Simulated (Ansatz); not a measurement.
# Cd12C: the cost of one run

All numbers below are computed with Ansatz 0.2.0 (DFT PBEsol, plane waves, PAW, scalar-relativistic, no spin polarisation).

## (1) Starting point

The cell holds 13 atoms (CCd12): a = 5.960 Å, b = 8.940 Å, c = 5.620 Å, α = 90.00°, β = 90.00°, γ = 120.00°.

As a file:

```cif
data_structure
_symmetry_space_group_name_H-M 'P 1'
_symmetry_Int_Tables_number 1
_cell_length_a 5.9600
_cell_length_b 8.9400
_cell_length_c 5.6203
_cell_angle_alpha 90.000
_cell_angle_beta 90.000
_cell_angle_gamma 120.000
_cell_volume 259.34
loop_
_atom_site_label
_atom_site_type_symbol
_atom_site_fract_x
_atom_site_fract_y
_atom_site_fract_z
_atom_site_occupancy
Cd1 Cd 0.00000 0.00000 0.00000 1
Cd2 Cd 0.16667 0.22222 0.50000 1
Cd3 Cd 0.00000 0.33333 0.00000 1
Cd4 Cd 0.16667 0.55556 0.50000 1
Cd5 Cd 0.00000 0.66667 0.00000 1
Cd6 Cd 0.16667 0.88889 0.50000 1
Cd7 Cd 0.50000 0.00000 0.00000 1
Cd8 Cd 0.66667 0.22222 0.50000 1
Cd9 Cd 0.50000 0.33333 0.00000 1
Cd10 Cd 0.66667 0.55556 0.50000 1
Cd11 Cd 0.50000 0.66667 0.00000 1
Cd12 Cd 0.66667 0.88889 0.50000 1
C1 C 0.34237 0.11802 0.24676 1
```

## (2) Preparing the start

input.yaml

```yaml
accuracy: low
crystal:
  lattice:
    - [5.96, 0.0, 0.0]
    - [-4.47, 7.742267, 0.0]
    - [0.0, 0.0, 5.62028]
  atoms:
    - { symbol: Cd, position: [0.0, 0.0, 0.0] }
    - { symbol: Cd, position: [0.1666667, 0.2222222, 0.5] }
    - { symbol: Cd, position: [0.0, 0.3333333, 0.0] }
    - { symbol: Cd, position: [0.1666667, 0.5555556, 0.5] }
    - { symbol: Cd, position: [0.0, 0.6666667, 0.0] }
    - { symbol: Cd, position: [0.1666667, 0.8888889, 0.5] }
    - { symbol: Cd, position: [0.5, 0.0, 0.0] }
    - { symbol: Cd, position: [0.6666667, 0.2222222, 0.5] }
    - { symbol: Cd, position: [0.5, 0.3333333, 0.0] }
    - { symbol: Cd, position: [0.6666667, 0.5555556, 0.5] }
    - { symbol: Cd, position: [0.5, 0.6666667, 0.0] }
    - { symbol: Cd, position: [0.6666667, 0.8888889, 0.5] }
    - { symbol: C, position: [0.3423689, 0.1180235, 0.2467558] }
basis:
  ecutwfc: 420.0
kpoints:
  mp_grid: { grid: [3, 2, 3] }
hamiltonian:
  xc: pbesol
scf:
  occupations: { method: fermi_dirac, width: 0.1 }
  lower_state_search: "off"
relax:
  f_tol: 0.08
  max_steps: 25
  adjacent_minimum: "off"
```

Command:

```bash
$ ansatz run input.yaml --threads 4 --pin off --max-ram 10240MiB --backend cpu --events-out ev --progress --plain --runs-dir out
```

Q: Estimate wall time and peak memory on 4 threads of Intel Xeon Platinum 8488C (Sapphire Rapids), shared host.

About 36 s, with a peak of 1.1 GiB.
